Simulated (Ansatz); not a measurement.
## GeW under changes of volume

One of the cells (17.126 Å³/atom); the others are scaled copies at fixed shape and fractional positions:

```
Ge W
1.0
     0.00000    2.57761    2.57761
     2.57761    0.00000    2.57761
     2.57761    2.57761    0.00000
Ge W
1 1
Cartesian
  2.5776 2.5776 2.5776
  0.0000 0.0000 0.0000
```

The cell was built by a generator and needn't be a form met in nature.

```yaml
Program: Ansatz 0.2.0
Functional: PBE
Potentials_or_basis: Ansatz PAW
Cutoff: "420 eV (not typed: the program's choice for these potentials)"
k_mesh: 9 × 9 × 9
Occupations: fermi-dirac, width 0.05 eV
Spin: no spin polarisation
```

```csv
volume (Å³/atom),energy over the lowest point (meV/atom),pressure (GPa)
16.098,38.21,12.5
16.441,16.59,7.9
16.783,4.18,3.8
17.126,0.00,0.2
17.468,3.21,-3.1
17.811,13.04,-6.0
18.153,?,?
```

**Question.** What does the run at 18.153 Å³/atom give?

**Answer.** Energy over the lowest point 28.80 meV/atom; pressure -8.6 GPa.

Worked out: A Birch-Murnaghan fit of order 3 (a polynomial in V^(-2/3)) to the other rows has its minimum at 17.14 Å³/atom with B0 = V·E''(V) = 172 GPa and B' = 4.4. It gives 28.79 meV/atom at 18.153 Å³/atom, against the run's 28.80, and -dE/dV = -8.7 GPa, against -8.6.

Energies are extrapolated to zero smearing.
